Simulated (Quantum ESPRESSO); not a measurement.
Wanted: an ASE script for a Quantum ESPRESSO 7.5 run.

```
Task                : single point
Functional          : RPBE
Dispersion          : D3(BJ)
Potentials or basis : Ansatz NC SR PBE
Cutoff              : 1170 eV
Density cutoff      : 4680 eV
k mesh              : 5 × 5 × 5
Occupations         : fermi-dirac, width 0.136 eV
Spin                : no spin polarisation
Mixing beta         : 0.5
Most SCF iterations : 120
SCF threshold       : 1e-09 Ry
```

The structure of K2SnSe2 lies in K2SnSe2.cif:

```cif
data_K2SnSe2
_cell_length_a 7.69311416
_cell_length_b 7.67952314
_cell_length_c 4.52872632
_cell_angle_alpha 73.03104286
_cell_angle_beta 72.70240659
_cell_angle_gamma 34.26655055
_space_group_name_H-M_alt 'P1'
_space_group_name_Hall 'P 1'
_space_group_IT_number 1
loop_
_space_group_symop_operation_xyz
'x,y,z'
loop_
_atom_site_label
_atom_site_type_symbol
_atom_site_symmetry_multiplicity
_atom_site_Wyckoff_symbol
_atom_site_fract_x
_atom_site_fract_y
_atom_site_fract_z
_atom_site_occupancy
K1 K 1 a 0.7500000000 0.7500000000 0.7500000000 1
K2 K 1 a 0.2500000000 0.2500000000 0.2500000000 1
Sn1 Sn 1 a 0.0000000000 0.0000000000 0.0000000000 1
Se1 Se 1 a 0.3632000100 0.3632000100 0.6367999900 1
Se2 Se 1 a 0.6367999900 0.6367999900 0.3632000100 1
```

The cell was built by a generator and needn't be a form met in nature.

The input as run:

run.py

```python
import numpy as np
from ase.calculators.espresso import Espresso, EspressoProfile
from ase.io import read

atoms = read('K2SnSe2.cif')

input_data = {
    'control': {'calculation': 'scf', 'prefix': 'pwscf', 'outdir': './tmp', 'tprnfor': True, 'tstress': True, 'disk_io': 'nowf'},
    'system': {'ecutwfc': 86.0, 'nbnd': 43, 'input_dft': 'rpbe', 'occupations': 'smearing', 'smearing': 'fd', 'degauss': 0.00999582, 'vdw_corr': 'grimme-d3', 'dftd3_version': 4},
    'electrons': {'conv_thr': 1e-09, 'electron_maxstep': 120, 'mixing_beta': 0.5},
}
pseudopotentials = {'Sn': 'Sn.upf', 'Se': 'Se.upf', 'K': 'K.upf'}
profile = EspressoProfile(command='pw.x', pseudo_dir='pseudo')
dft = Espresso(profile=profile, input_data=input_data, pseudopotentials=pseudopotentials, kpts=(5, 5, 5), koffset=(0, 0, 0))
atoms.calc = dft

print(f'energy {atoms.get_potential_energy():.8f} eV')
print('forces (eV/A)')
print(np.round(atoms.get_forces(), 6))
print('stress (eV/A^3, Voigt)')
print(np.round(atoms.get_stress(), 8))
print(f'Fermi level {dft.get_fermi_level():.4f} eV')
```

Potentials or basis: Ansatz NC SR PBE.

Launch:

```console
$ OMP_NUM_THREADS=1 python run.py
```

It gave:

The pressure is 0.4 GPa and the largest force is 3.394 eV/Å.

Caveat: the potentials were made for another functional, which shifts forces and pressure.

It took 17 min on 1 thread of AMD EPYC 7R13 Processor (Zen 3), with other jobs on the host, peak memory 0.78 GiB.
